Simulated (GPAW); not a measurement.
Runs of GPAW 26.7.0 on WAu. Symmetry: F-43m, No. 216, cubic system. Conventional cell: a = 5.403 Å, b = 5.403 Å, c = 5.403 Å, α = 90.00°, β = 90.00°, γ = 90.00°. W (site symmetry -43m) is surrounded by 4 Au at 2.34 Å. Around Au (site symmetry -43m) lie 4 W at 2.34 Å. The cell was built by a generator and needn't be a form met in nature.

```tsv
task	cell	series job	gap on the mesh (eV)	pressure (GPa)
Fermi surface	F-43m, 19.71 Å³/atom	-	none	(b)
Fermi surface	F-43m, 17.64 Å³/atom	-	none	(a)
Fermi surface	F-43m, 18.68 Å³/atom	-	none	70.3
Fermi surface	F-43m, 21.79 Å³/atom	-	none	22.0
Fermi surface	F-43m, 20.75 Å³/atom	-	none	34.2
Fermi surface	F-43m, 16.6 Å³/atom	-	none	131.1
```

Alike in all rows: level PBE; potentials or basis GPAW PAW data sets (gpaw-data 1.2.1), pw; no spin polarisation; k mesh 8 × 8 × 8; cutoff (eV) 510; smearing fermi-dirac 0.05 eV.

Problem. Fill in the values left out.

Solution. (a) 96.7; (b) 50.0.

Caveats: with this Au data set, volumes or pressures lay over 1.5 % or 2 GPa off other programs in two to four cells of ten; the cutoff is short for stress and forces, so pressures can be off by a GPa or more; the cell as given lies far from equilibrium (some runs).

A k mesh can miss the band edges, and the runs leave out spin-orbit coupling on Au, W.

A gap of «none» marks a metal or a gap under the smearing width.
